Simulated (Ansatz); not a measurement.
# TlBi2: the cost of one run

Method: DFT LDA, scalar-relativistic, plane waves, PAW, in Ansatz 0.2.0.

1 further run of the same task is left out (set aside as unsound or not needed).

**1. Starting point**

The structure is hexagonal, space group P6/mmm (No. 191). Conventional cell: a = 5.573 Å, b = 5.573 Å, c = 3.305 Å, α = 90.00°, β = 90.00°, γ = 120.00°. Tl (site symmetry 6/mmm) has 2 Tl at 3.30 Å and 12 Bi at 3.62 Å as nearest neighbours. Bi (site symmetry -6m2) is surrounded by 5 Bi at 3.22 to 3.30 Å and 6 Tl at 3.62 Å.

Structure file:

```
Tl Bi
1.0
     5.57290    0.00000    0.00000
    -2.78645    4.82628    0.00000
     0.00000    0.00000    3.30469
Tl Bi
1 2
Direct
  0.00000 0.00000 0.00000
  0.66667 0.33333 0.50000
  0.33333 0.66667 0.50000
```

It goes back to an entry of the Materials Project.

It is the result of an earlier relaxation at this level (volume 29.63 Å³/atom; gap on the mesh: none (metal)).

**2. Relaxing to 0.001 eV/Å, with the smearing for a metal**

Response functions are second derivatives at a minimum, so forces and stress are first brought close to zero on the mesh and occupations that the response runs use.

The input, input.yaml:

```yaml
crystal:
  lattice:
    - [5.5729032887, 0.0, 0.0]
    - [-2.7864516444, 4.8262758209, 0.0]
    - [0.0, 0.0, 3.3046940145]
  atoms:
    - { symbol: Tl, position: [0.0, 0.0, 0.0] }
    - { symbol: Bi, position: [0.6666666667, 0.3333333333, 0.5] }
    - { symbol: Bi, position: [0.3333333333, 0.6666666667, 0.5] }
basis:
  ecutwfc: 420
kpoints:
  mp_grid: { grid: [12, 12, 12] }
hamiltonian:
  xc: lda
scf:
  occupations: { method: fermi_dirac, width: 0.15 }
output:
  forces: true
  stress: true
  eigenvalues: true
relax:
  adjacent_minimum: "off"
  f_tol: 0.001
  max_steps: 60
  cell: { stress_tol: 0.01 }
```

Started as:

```
ansatz run input.yaml --threads 1 --pin off --max-ram 3072MiB --backend cpu --events-out ev --progress --plain --runs-dir out
```

What time and memory should one allow on 1 thread of Arm Neoverse V1, shared host?

About 66 s, with a peak of 0.52 GiB.
